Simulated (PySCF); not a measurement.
# H6N3Pr (Pr(NH2)3): the cost of one run

Method: PBE0, Pr lcecp-1-SVP with ECP48, N def2-SVP, H def2-SVP; scalar-relativistic core potentials, no spin–orbit coupling; program: PySCF 2.14.0.

1 further run of the same task is left out (for a known fault of the program).

**1. Starting geometry**

10 atoms, charge 0, spin multiplicity 1.

Bond lengths: Pr1–N2 2.336 Å, Pr1–N5 2.335 Å, Pr1–N8 2.336 Å, N2–H3 1.018 Å, N2–H4 1.018 Å, N5–H6 1.018 Å, N5–H7 1.018 Å, N8–H9 1.018 Å, N8–H10 1.018 Å. Angles: N2–Pr1–N5 120.0°, N2–Pr1–N8 120.0°, N5–Pr1–N8 120.0°, Pr1–N2–H3 125.4°, Pr1–N2–H4 125.4°, H3–N2–H4 109.2°, Pr1–N5–H6 125.4°, Pr1–N5–H7 125.4°, H6–N5–H7 109.2°, Pr1–N8–H9 125.4°, Pr1–N8–H10 125.4°, H9–N8–H10 109.2°.

Geometry (Å):

```xyz
10
H6N3Pr
Pr    0.00000    0.00000    0.00000
N     2.33550    0.00000    0.00000
H     2.92550    0.00000    0.83000
H     2.92550    0.00000   -0.83000
N    -1.16770    2.02260    0.00000
H    -1.46270    2.53360    0.83000
H    -1.46270    2.53360   -0.83000
N    -1.16780   -2.02260    0.00000
H    -1.46280   -2.53360    0.83000
H    -1.46280   -2.53360   -0.83000
```

Formal oxidation states: Pr +3. Each metal's 2 4f electrons lie in its core potential, so multiplicities, spins and levels count the valence alone.

**2. SCF at the start, singlet**

run.py (the lines that set the calculation) reads:

```python
mol = gto.M(atom='''
Pr     0.00000     0.00000     0.00000
N      2.33550     0.00000     0.00000
H      2.92550     0.00000     0.83000
H      2.92550     0.00000    -0.83000
N     -1.16770     2.02260     0.00000
H     -1.46270     2.53360     0.83000
H     -1.46270     2.53360    -0.83000
N     -1.16780    -2.02260     0.00000
H     -1.46280    -2.53360     0.83000
H     -1.46280    -2.53360    -0.83000''',
    basis={'Pr': 'lcecp-1-SVP', 'N': 'def2-SVP', 'H': 'def2-SVP'},
    ecp={'Pr': 'lcecp-1-SVP'},
    charge=0, spin=0)
mf = dft.RKS(mol, xc='PBE0')
mf.grids.atom_grid = (50, 194)  # f atoms: unpruned, at least (60, 302)
mf = mf.density_fit()  # fitting sets: Pr AutoAux, N def2-universal-JKFIT, H def2-universal-JKFIT
mf.conv_tol = 1e-08; mf.max_cycle = 55
mf.kernel(dm0)  # dm0: free metal ions and neutral atoms
```

Command:

```console
$ OMP_NUM_THREADS=2 python run.py
```

What time and memory should one allow on 2 threads of Arm Neoverse V1, shared host?

About 3 s, with a peak of 0.66 GiB.
